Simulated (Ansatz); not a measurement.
# SnPPt5: the cost of one run

Program: Ansatz 0.2.0. Level of theory: DFT r2SCAN, scalar-relativistic, plane waves, PAW. These are calculated values, not measurements.

## 1. The structure to begin with

The structure is tetragonal, space group P4/mmm (No. 123). Conventional cell: a = 3.996 Å, b = 3.996 Å, c = 7.160 Å, α = 90.00°, β = 90.00°, γ = 90.00°. Sn (site symmetry 4/mmm) is surrounded by 12 Pt at 2.83 to 2.93 Å. Around P (site symmetry 4/mmm) lie 8 Pt at 2.46 Å. Pt (site symmetry 4/mmm) is surrounded by 4 Sn at 2.83 Å and 8 Pt at 2.93 Å. Pt (site symmetry 2mm) is surrounded by 2 P at 2.46 Å and 7 Pt at 2.83 to 2.93 Å and 2 Sn at 2.93 Å.

Structure file:

```xyz
7
Lattice="3.9960 0.0000 0.0000 0.0000 3.9960 0.0000 0.0000 0.0000 7.1602" Properties=species:S:1:pos:R:3 pbc="T T T"
Sn    0.0000    0.0000    0.0000
P     1.9980    1.9980    3.5801
Pt    1.9980    1.9980    0.0000
Pt    1.9980    0.0000    5.0145
Pt    0.0000    1.9980    5.0145
Pt    1.9980    0.0000    2.1457
Pt    0.0000    1.9980    2.1457
```

(A quick probe on a coarse mesh, which set the mesh and smearing, is not shown.)

## 3. Coarse relaxation

File input.yaml:

```yaml
crystal:
  lattice:
    - [3.995954, 0.0, 0.0]
    - [0.0, 3.995954, 0.0]
    - [0.0, 0.0, 7.160219]
  atoms:
    - { symbol: Sn, position: [0.0, 0.0, 0.0] }
    - { symbol: P, position: [0.5, 0.5, 0.5] }
    - { symbol: Pt, position: [0.5, 0.5, 0.0] }
    - { symbol: Pt, position: [0.5, 0.0, 0.700332] }
    - { symbol: Pt, position: [0.0, 0.5, 0.700332] }
    - { symbol: Pt, position: [0.5, 0.0, 0.299668] }
    - { symbol: Pt, position: [0.0, 0.5, 0.299668] }
basis:
  ecutwfc: 500
kpoints:
  mp_grid: { grid: [4, 4, 4] }
hamiltonian:
  xc: r2scan
scf:
  occupations: { method: gaussian, width: 0.1 }
  lower_state_search: "off"
output:
  forces: true
  stress: true
  eigenvalues: true
relax:
  adjacent_minimum: "off"
  f_tol: 0.04
  max_steps: 70
  cell: { stress_tol: 0.4 }
```

Launch:

```sh
$ ansatz run input.yaml --threads 1 --pin off --max-ram 2560MiB --backend cpu --events-out ev --progress --plain --runs-dir out
```

**Question.** How long does this run take on 1 thread of Arm Neoverse V2, shared host, and how much memory does it need?

About 93 s, with a peak of 0.66 GiB.
